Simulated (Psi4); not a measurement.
**MP3/6-31G(d) (spherical functions) run of CH7BSi2 (SMILES CB1[SiH2][SiH2]1)**

Aim: the energy change on altering one bond length of CH7BSi2 at MP3/6-31G* (spherical functions), from 2 runs. 

The results are computed with Psi4 1.11.

1 further run of the same task is left out (set aside as unsound or not needed). Runs told in other sessions of the task aren't counted.

### 1 The molecule

CH7BSi2 has 11 atoms, charge 0, and is taken as a singlet. As SMILES, `CB1[SiH2][SiH2]1`. The coordinates come from a PBE0-D4/def2-TZVP relaxation.

Bond lengths: C1–B2 1.566 Å, B2–Si3 1.907 Å, B2–Si4 1.907 Å, C1–H5 1.092 Å, C1–H6 1.099 Å, C1–H7 1.092 Å, Si3–H8 1.482 Å, Si3–H9 1.489 Å, Si4–H10 1.489 Å, Si4–H11 1.482 Å. Some angles: C1–B2–Si3 130.2°, C1–B2–Si4 130.2°, Si3–B2–Si4 83.2°, B2–C1–H5 114.1°, B2–C1–H6 106.3°, B2–C1–H7 114.1°, B2–Si3–H8 124.3°, B2–Si3–H9 125.0°, B2–Si4–H10 124.9°, B2–Si4–H11 124.3°. A long bond or contact: Si3–Si4 2.531 Å.

### 2 The energy at MP3/6-31G(d) (spherical functions)

ch7bsi2.xyz

```xyz
11
CH7BSi2
C     -0.263900     1.793500     0.099500
B     -0.450600     0.243000    -0.016600
Si     0.018800    -1.148600     1.199400
Si     0.210300    -0.982900    -1.318800
H      0.165600     2.121800     1.048800
H     -1.271300     2.229100     0.051100
H      0.301000     2.238000    -0.723000
H     -0.479200    -2.541300     1.107000
H      0.876900    -0.975400     2.403900
H      1.239000    -0.662800    -2.346600
H     -0.281200    -2.371200    -1.484200
```

run_ase.py

```python
import numpy as np
from ase.calculators.psi4 import Psi4
from ase.io import read

mol = read('ch7bsi2.xyz')
calc = Psi4(atoms=mol, method='mp3', basis='6-31G*', memory='2200MB', num_threads=1, charge=0, multiplicity=1, label='ch7bsi2')
calc.psi4.set_options({'puream': True, 'e_convergence': 1e-09, 'd_convergence': 1e-08, 'scf_type': 'pk', 'num_frozen_docc': 12, 'mp_type': 'conv'})
mol.calc = calc

print(f'energy: {mol.get_potential_energy():.6f} eV')
```

Command:

```console
python run_ase.py
```

ch7bsi2.dat:

```text
[...]
  Running in c1 symmetry.
[...]
  Nuclear repulsion =  181.476428428229070
[...]
  Multiplicity = 1
[...]
  Nalpha       = 23
  Nbeta        = 23
[...]
    Number of basis functions: 78
[...]
   @RHF iter   1:  -644.26603714961175   -6.81245e-01   4.33320e-03 ADIIS/DIIS
[...]
   @RHF iter  12:  -644.36150571200960   -1.39835e-11   6.69624e-09 DIIS
[...]
    Orbital Energies [Eh]
    ---------------------
    Doubly Occupied:
       1A    -68.755689     2A    -68.755670     3A    -11.201292
       4A     -7.594951     5A     -6.122414     6A     -6.122347
       7A     -4.228057     8A     -4.227838     9A     -4.226605
      10A     -4.226555    11A     -4.225903    12A     -4.225842
      13A     -0.949263    14A     -0.786289    15A     -0.662865
      16A     -0.591328    17A     -0.556436    18A     -0.548816
      19A     -0.515657    20A     -0.469577    21A     -0.469521
      22A     -0.359049    23A     -0.294599
[...]
  @RHF Final Energy:  -644.36150571200960
   => Energetics <=
    Nuclear Repulsion Energy =            181.4764284282290703
    One-Electron Energy =               -1251.4427448188876042
    Two-Electron Energy =                 425.6048106786487892
    Total Energy =                       -644.3615057120096026
[...]
 Multipole Moments:
 ------------------------------------------------------------------------------------
     Multipole            Electronic (a.u.)      Nuclear  (a.u.)        Total (a.u.)
 ------------------------------------------------------------------------------------
 L = 1.  Multiply by 2.5417464519 to convert [e a0] to [Debye]
 Dipole X            :         -1.0777551            1.0274886           -0.0502665
 Dipole Y            :         -1.9949145            2.0835424            0.0886279
 Dipole Z            :         -0.2144815            0.2159402            0.0014587
 Magnitude           :                                                    0.1019007
[...]
	SCS-MP2 Total Energy (a.u.)        :  -644.74402778465026
	SOS-MP2 Total Energy (a.u.)        :  -644.74659817893166
[...]
	SOS-PI-MP2 Total Energy (a.u.)     :  -644.77622067638720
[...]
	MP2 Total Energy (a.u.)            :  -644.73888699608722
[...]
	SCS-MP3 Total Energy (a.u.)        :  -644.75528012382324
[...]
	MP3 Total Energy (a.u.)            :  -644.78389635277938
[...]
```

Standard output:

```text
energy: -17545.463506 eV
```

Run time: 5.1 s. Hardware: 1 thread of Intel Xeon 6975P-C (Granite Rapids), shared host; peak memory 0.44 GiB.

### 3 The distorted shape

calc.dat

```
memory 2.2 GB

molecule {
  0 1
  C
  B 1 1.56601
  Si 2 1.90671 1 130.23951
  Si 2 1.906658 1 130.23309 3 -120.77895
  H 1 1.092438 2 114.13197 4 -123.68006
  H 1 1.09861 5 106.23887 2 116.74559
  H 1 1.092336 5 109.19011 6 114.19403
  H 3 1.481943 2 124.29123 1 165.73059
  H 3 2.6802 8 110.69604 4 -144.61724
  H 4 1.48898 2 124.93817 1 11.18595
  H 4 1.481994 10 110.70012 2 177.3169
  symmetry c1
  no_reorient
  no_com
}

set globals {
  puream true
  e_convergence 1e-09
  d_convergence 1e-08
  scf_type pk
  num_frozen_docc 12
  mp_type conv
}

E, wfn = energy('mp3/6-31G*', return_wfn=True)
```

Command:

```console
psi4 -n 1 calc.dat calc.out
```

calc.out:

```text
[...]
  Running in c1 symmetry.
[...]
  Nuclear repulsion =  178.284460021268046
[...]
  Multiplicity = 1
[...]
  Nalpha       = 23
  Nbeta        = 23
[...]
    Number of basis functions: 78
[...]
   @RHF iter   1:  -644.11346168220518   -7.67657e-01   4.48603e-03 ADIIS/DIIS
[...]
   @RHF iter  13:  -644.22493711692812   -1.94404e-11   9.46226e-09 DIIS
[...]
    Orbital Energies [Eh]
    ---------------------
    Doubly Occupied:
       1A    -68.812810     2A    -68.777681     3A    -11.210528
       4A     -7.617712     5A     -6.170660     6A     -6.144260
       7A     -4.275435     8A     -4.274336     9A     -4.273470
      10A     -4.249786    11A     -4.248328    12A     -4.247800
      13A     -0.959525    14A     -0.801032    15A     -0.660041
      16A     -0.600159    17A     -0.565453    18A     -0.558062
      19A     -0.507484    20A     -0.485085    21A     -0.405509
      22A     -0.327580    23A     -0.304000
[...]
  @RHF Final Energy:  -644.22493711692812
   => Energetics <=
    Nuclear Repulsion Energy =            178.2844600212680461
    One-Electron Energy =               -1244.0653211816836574
    Two-Electron Energy =                 421.5559240434873800
    Total Energy =                       -644.2249371169281176
[...]
 Multipole Moments:
 ------------------------------------------------------------------------------------
     Multipole            Electronic (a.u.)      Nuclear  (a.u.)        Total (a.u.)
 ------------------------------------------------------------------------------------
 L = 1.  Multiply by 2.5417464519 to convert [e a0] to [Debye]
 Dipole X            :          0.8494788           -0.8356964            0.0137824
 Dipole Y            :          2.5008255           -1.3756377            1.1251877
 Dipole Z            :          2.5303489           -2.4544799            0.0758690
 Magnitude           :                                                    1.1278269
[...]
	SCS-MP2 Total Energy (a.u.)        :  -644.62777936404689
	SOS-MP2 Total Energy (a.u.)        :  -644.63134787507659
[...]
	SOS-PI-MP2 Total Energy (a.u.)     :  -644.66261024108803
[...]
	MP2 Total Energy (a.u.)            :  -644.62064234198715
[...]
	SCS-MP3 Total Energy (a.u.)        :  -644.64052222493592
[...]
	MP3 Total Energy (a.u.)            :  -644.67161378554306
[...]
```

Run time: 4.8 s. Hardware: 1 thread of Intel Xeon 6975P-C (Granite Rapids), shared host; peak memory 0.43 GiB.

### 4 Outcome

Level: MP3/6-31G* (spherical functions), 12 core orbitals frozen.

| quantity | value |
| --- | --- |
| first shape: total energy | -644.78390 Eh |
| first shape: HOMO energy (Hartree–Fock orbitals) | -8.02 eV |
| first shape: LUMO energy (Hartree–Fock orbitals) | 1.97 eV |
| first shape: HOMO–LUMO gap (Hartree–Fock orbitals) | 9.99 eV |
| first shape: correlation energy (12 core orbitals frozen) | -422.4 mEh |
| distorted shape: total energy | -644.67161 Eh |
| distorted shape: HOMO energy (Hartree–Fock orbitals) | -8.27 eV |
| distorted shape: LUMO energy (Hartree–Fock orbitals) | 0.10 eV |
| distorted shape: HOMO–LUMO gap (Hartree–Fock orbitals) | 8.37 eV |
| distorted shape: correlation energy (12 core orbitals frozen) | -446.7 mEh |
| energy change with the Si3–H9 bond stretched from 1.489 to 2.680 Å | 3.055 eV |

One bond (distorted shape) is far stretched, which a spin-restricted single reference describes badly; perturbation theory on it can break down and give far too much correlation. With the Si3–H9 bond stretched from 1.489 to 2.680 Å the energy rises by 3.06 eV (70 kcal/mol). The first shape isn't relaxed at this level, so the change isn't measured from a minimum. A restricted reference can't describe the breaking bond well at this length. With no_com the log's rotational constants are taken about the origin, not the centre of mass, so they aren't the molecule's.
